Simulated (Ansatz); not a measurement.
I need a single point in a Gaussian basis of C3H6Si, SMILES C=C[Si]C. Use the Ansatz DFT code, driven from Python. Use: PBE0-DH, 6-31G basis, multiplicity 3.

```json
{"atom": "C", "x (Å)": "2.1781", "y (Å)": "-0.3762", "z (Å)": "-0.4490"}
{"atom": "C", "x (Å)": "0.8950", "y (Å)": "-0.4537", "z (Å)": "-0.0960"}
{"atom": "Si", "x (Å)": "-0.2229", "y (Å)": "1.0094", "z (Å)": "-0.2414"}
{"atom": "C", "x (Å)": "-1.9364", "y (Å)": "0.5456", "z (Å)": "0.3367"}
{"atom": "H", "x (Å)": "2.5998", "y (Å)": "0.5486", "z (Å)": "-0.8312"}
{"atom": "H", "x (Å)": "2.8192", "y (Å)": "-1.2467", "z (Å)": "-0.3563"}
{"atom": "H", "x (Å)": "0.4942", "y (Å)": "-1.3881", "z (Å)": "0.2837"}
{"atom": "H", "x (Å)": "-2.3272", "y (Å)": "-0.2816", "z (Å)": "-0.2909"}
{"atom": "H", "x (Å)": "-2.6067", "y (Å)": "1.4251", "z (Å)": "0.2489"}
{"atom": "H", "x (Å)": "-1.8932", "y (Å)": "0.2176", "z (Å)": "1.3957"}
```

`c3h6si_energy.py`
```python
import ansatz as az
from ase import Atoms

BASIS_SET = "6-31G"

atoms = Atoms(["C", "C", "Si", "C", "H", "H", "H", "H", "H", "H"], positions=[
    (2.1781, -0.3762, -0.449),
    (0.895, -0.4537, -0.096),
    (-0.2229, 1.0094, -0.2414),
    (-1.9364, 0.5456, 0.3367),
    (2.5998, 0.5486, -0.8312),
    (2.8192, -1.2467, -0.3563),
    (0.4942, -1.3881, 0.2837),
    (-2.3272, -0.2816, -0.2909),
    (-2.6067, 1.4251, 0.2489),
    (-1.8932, 0.2176, 1.3957),
])
geometry = az.Crystal.molecule_from_ase(atoms)

model = (
    geometry.calculation()
    .basis(gaussian=BASIS_SET)
    .functional(az.LibraryFunctional("PBE0-DH"))
    .spin("collinear", total=2)
    .scf(lower_state_search="light")
)
out = model.run()
summary = out.report

for key in ("converged", "free_energy_ev", "reference_energy_ev", "n_frozen", "n_occupied", "n_virtual"):
    print(f"{key:22s} {summary[key]}")
```

`python c3h6si_energy.py` gives:
```text
converged              True
free_energy_ev         -11072.55225023572
reference_energy_ev    -11071.265891512663
n_frozen               8
n_occupied             [12, 10]
n_virtual              [32, 34]
```

Reading the output:
- These settings explore the input space; basis and method may be short of convergence.
- The geometry is a force-field or estimated start, not a minimum of this method, and the basis set is short of its limit.
- The species is open-shell (spin multiplicity 3).
- For a double hybrid the total adds scaled second-order correlation to the self-consistent reference.
- Timing: 4 s on 1 thread of AMD EPYC 7R43 64-Core Processor (Zen 3), with other jobs on the host, peak memory 0.22 GiB.

(Lines on the test bed's own set-up are left out of the output.)
